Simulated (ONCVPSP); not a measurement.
**Gd: generating and testing an ONCV potential**

Aim: build the potential from the settings below, then test how well it stands in for the atom: other configurations, scattering, ghost states and the plane-wave cutoff that it needs.

Program: ONCVPSP 4.0.1.1 (patched build). Reference atom: PBEsol, scalar-relativistic, spherical and spin-unpolarised. All values are calculated.

### 1 Starting point

The settings as typed:

| Item | Value |
| --- | --- |
| element | gadolinium (Gd, Z = 64) |
| type | optimised norm-conserving Vanderbilt (ONCV) |
| frozen core | [Kr] 4d10 |
| valence charge | 18 |
| reference configuration | 4f7 5s2 5p6 5d1 6s1 (charge +1) |
| partial waves | 5s+6s: rc 2.55 bohr, ncon 4, nbas 9, qcut 3.8 1/bohr, 3 projectors, debl 2.2 Ha; 5p: rc 2.25 bohr, ncon 4, nbas 7, qcut 6.8 1/bohr, 2 projectors, debl 1.7 Ha; 5d: rc 3.50 bohr, ncon 4, nbas 9, qcut 4.7 1/bohr, 1 projector; 4f: rc 0.95 bohr, ncon 4, nbas 9, qcut 17.2 1/bohr, 3 projectors, debl 2.9 Ha |
| local potential | polynomial inside 0.60 bohr (lpopt 5, dvloc0 -1 Ha) |
| core correction | polynomial model core, fcfact 0.35 |

The outer shells as boxes (Hund's rule for the drawing; the calculation is spin-unpolarised):

```
[Kr] core
4d [↑↓][↑↓][↑↓][↑↓][↑↓]
4f [↑ ][↑ ][↑ ][↑ ][↑ ][↑ ][↑ ]
5s [↑↓]
5p [↑↓][↑↓][↑↓]
5d [↑ ][  ][  ][  ][  ]
6s [↑ ]
```

### 2 Generation

Input file Gd.dat:

```
# ATOM AND REFERENCE CONFIGURATION
# atsym  z   nc   nv     iexc    psfile
  Gd 64.00    9    5  -116133      upf
#
#   n    l    f
    1    0    2.00
    2    0    2.00
    2    1    6.00
    3    0    2.00
    3    1    6.00
    3    2   10.00
    4    0    2.00
    4    1    6.00
    4    2   10.00
    4    3    7.00
    5    0    2.00
    5    1    6.00
    5    2    1.00
    6    0    1.00
#
# PSEUDOPOTENTIAL AND OPTIMIZATION
# lmax
    3
#
#   l,   rc,      ep,       ncon, nbas, qcut
    0    2.55    0.00    4    9    3.80
    1    2.25    0.00    4    7    6.80
    2    3.50    0.00    4    9    4.70
    3    0.95    0.00    4    9   17.20
#
# LOCAL POTENTIAL
# lloc, lpopt,  rc(5),   dvloc0
    4    5    0.60   -1.00
#
# VANDERBILT-KLEINMAN-BYLANDER PROJECTORs
# l, nproj, debl
    0    3    2.20
    1    2    1.70
    2    1    3.90
    3    3    2.90
#
# MODEL CORE CHARGE
# icmod, fcfact, rcfact
    1    0.35    0.00
#
# LOG DERIVATIVE ANALYSIS
# epsh1, epsh2, depsh
   -4.00    5.00    0.02
#
# OUTPUT GRID
# rlmax, drl
    6.00    0.01
#
# TEST CONFIGURATIONS
# ncnf
    4
# nvcnf
#   n    l    f
    5
    4    3    7.00
    5    0    2.00
    5    1    6.00
    5    2    1.00
    6    0    2.00
#
    5
    4    3    7.00
    5    0    2.00
    5    1    6.00
    5    2    1.00
    6    0    0.00
#
    5
    4    3    7.00
    5    0    2.00
    5    1    6.00
    5    2    0.00
    6    0    0.00
#
    5
    4    3    7.00
    5    0    2.00
    5    1    6.00
    5    2    1.50
    6    0    1.50
#
```

On the command line:

```sh
oncvpsp.x < Gd.dat > Gd.out
```

Before running it: what results should come out? Wanted: cutoffs for 1 and 0.1 mHa per electron, occupied waves; bound ghosts; GHOST(+) flags; largest test error; largest phase difference near zero energy, channels read; rms error of d²Exc/dn², without and with the model core.

The runs gave:

```
                                                quantity                                              value
  cutoffs for 1 and 0.1 mHa per electron, occupied waves                                  129 Ha and 141 Ha
                                            bound ghosts  s at -660.81 eV, p at -443.70 eV, d at -145.30 eV
                                          GHOST(+) flags            s at 89 eV, f at 8848 eV, f at 14283 eV
                            largest test error (AE − PS)                   +28 meV, for 4f7 5s2 5p6 5d0 6s0
largest phase difference near zero energy, channels read                                          0.087 rad
 rms error of d²Exc/dn², without and with the model core                                  7.19 and 2.51 mHa
```

What this shows: It has a bound ghost (s, p, d), a state that the atom doesn't have, and that rules the file out. Close by lies the frozen 4d level (-154.0 eV). The worst unpolarised test, 4f7 5s2 5p6 5d0 6s0, is off by 28 meV on 31.8 eV; by total energies transferability rates as fair. It counts as very hard, with 129 Ha needed at the looser tolerance. At the looser tolerance the 4f wave is the slowest; 5p needs 11 Ha. Near zero energy the largest phase difference among the channels read is 0.09 rad, in the d channel. The program also flags highly localised states, GHOST(+) (s, f). All of this concerns the isolated atom, not yet a solid.
